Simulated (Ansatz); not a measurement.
# SiTa: the cost of one run

Program: Ansatz 0.2.0, Gaussian basis. Level of theory: def2-QZVPP, core rule «outside noble gas», up to 9 orbitals frozen. These are calculated values, not measurements.

Plan: UHF; ROHF; CCSD(T) on UHF.

**1. The geometry**

The geometry is a PBE0/def2-TZVP stationary point (not a proven minimum) of the parent state, kept for this charge and spin. No spin-orbit coupling is included. Elements past krypton take def2 core potentials.

2 atoms, charge 1, spin multiplicity 5.

Atoms are counted from 1 here; the program's logs count them from 0.

Bond lengths: Ta1–Si2 2.443 Å.

**2. UHF**

Input file in.yaml:

```yaml
crystal:
  periodic: [false, false, false]
  atoms:
    - {symbol: Ta, position_ang: [0.000000, 0.000000, 0.000000]}
    - {symbol: Si, position_ang: [0.000000, 0.000000, 2.443400]}
basis:
  gaussian: {orbitals: "def2-QZVPP.json"}
total_charge: 1
magnetization: {spin_polarized: true, initial_magnetization: 4}
hamiltonian: {xc: hf}
output: {orbitals: {seedname: orbitals}}
```

Launch:

```bash
> ansatz run in.yaml --threads 1 --pin off --events-out ev --progress --plain --max-ram 4096MiB --backend cpu
```

Q: Estimate wall time and peak memory on 1 thread of AMD EPYC 7R13, shared host.

About 62 s, with a peak of 0.41 GiB.
